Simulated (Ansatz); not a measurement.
What does this script print? It uses the Python package of Ansatz (0.2.0).

`methods.py`:
```python
# -*- coding: utf-8 -*-
"""AlClH4SSi at several levels of theory."""

from pathlib import Path
import warnings

import ansatz as az
import numpy as np

warnings.simplefilter("ignore", az.DeckWarning)

mol = (
    az.Crystal.molecule()
    .atom("Al", (-0.8992, 1.389, -0.481))
    .atom("Si", (0.5577, -0.2715, 0.1325))
    .atom("S", (-0.5634, -1.9162, 0.9528))
    .atom("Cl", (1.6956, -0.9027, -1.5566))
    .atom("H", (-1.0239, 1.9005, -2.0334))
    .atom("H", (-1.8923, 2.1215, 0.6044))
    .atom("H", (1.5293, 0.2551, 1.1396))
    .atom("H", (0.6882, -2.6328, 1.186))
)

calc = mol.calculation().basis(gaussian="cc-pVDZ")

print("functional    E (Ha)        dipole (D)   HOMO (eV)  LUMO (eV)")
for name in ["lc_wpbe", "lda", "r2scan0", "b3lyp"]:
    report = calc.functional(name).forces().orbitals().run(runs_dir="runs").report
    lines = Path(report["orbitals_path"]).read_text().splitlines()
    field_of = lambda key: [line.split("=")[1].strip() for line in lines if line.startswith(key)]
    orbitals = [(27.211386 * float(e), s, float(n)) for e, s, n in zip(field_of("Ene="), field_of("Spin="), field_of("Occup="))]
    homo = max(e for e, _, n in orbitals if n > 0.5)
    lumo = min(e for e, _, n in orbitals if n < 0.5)
    dipole = 4.803205 * np.linalg.norm(report["charge_distribution"]["dipole_moment_e_ang"])
    print(f"{name:10s} {report['free_energy_ev'] / 27.211386246:14.6f} {dipole:9.3f} {homo:11.3f} {lumo:10.3f}")
```

```console
$ python methods.py
functional    E (Ha)        dipole (D)   HOMO (eV)  LUMO (eV)
lc_wpbe      -1392.339635     1.414     -10.333     -0.473
lda          -1387.645651     1.248      -6.498     -3.441
r2scan0      -1392.636819     1.370      -7.881     -2.407
b3lyp        -1392.834535     1.284      -7.402     -2.664
```

Reading the output:
- Total energies depend on the basis set; only differences at equal settings carry meaning.
- The geometry is a force-field or estimated start, not a minimum of this method, and the basis set is short of its limit. A lower total doesn't mark the better method: functionals have no common bound, and MP2 and coupled cluster aren't variational.
- b3lyp holds the VWN-RPA fit, as in Gaussian; the form of ORCA and Turbomole is b3lyp5.
- Levels such as HOMO and LUMO are orbital energies: with these approximate functionals they aren't the ionisation energy and electron affinity, and their gap isn't the fundamental gap.
- For Al to Cl the sets with a tight d function, cc-pV(X+d)Z, are usual.
- It ran for 18 s on 1 thread of Arm Neoverse V2, with other jobs on the host, peak memory 0.29 GiB.
